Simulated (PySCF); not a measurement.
# C2H8ClGeP: the cost of one run

Programs: PySCF 2.14.0, with routines of our own; each step states its level. All values are computed. Atoms count from 0.

### Step 1. The system as given

13 atoms, charge 0, multiplicity 1; geometry from: GFN2-xTB.

### Step 2. Relaxing the molecule at PBE0-D3(BJ)/def2-SVP

Job settings and geometry (Å):

```
{"job": {"xc": "PBE0", "basis": "def2-SVP", "d3": "d3bj", "grid": 1, "maxiter": 30, "shake": 0.01, "kind": "geom"}, "charge": 0, "multiplicity": 1}
C     -1.638260    -0.747010     0.203340
C     -1.065480     0.534980    -0.409130
Ge     0.842250     0.791430     0.096620
P      2.219200    -0.984910    -0.619120
Cl     1.551580     2.574230    -0.827710
H     -2.700560    -0.834680    -0.109610
H     -1.615760    -0.679880     1.286620
H     -1.088920    -1.595990    -0.130190
H     -1.632460     1.420440    -0.075920
H     -1.114350     0.488210    -1.486330
H      0.943080     1.089130     1.628420
H      1.986870    -1.686050     0.573820
H      3.318650    -0.386760    -0.141130
```

Command:

```
> OMP_NUM_THREADS=1 python heavy_run.py task.json out
```

The driver reads the jobs from task.json and runs them one after another.

Q: Estimate the wall time and peak memory of this first job on 1 thread of Intel Xeon Platinum 8259CL at 2.50GHz, shared host.

About 1.8 min, with a peak of 0.56 GiB.
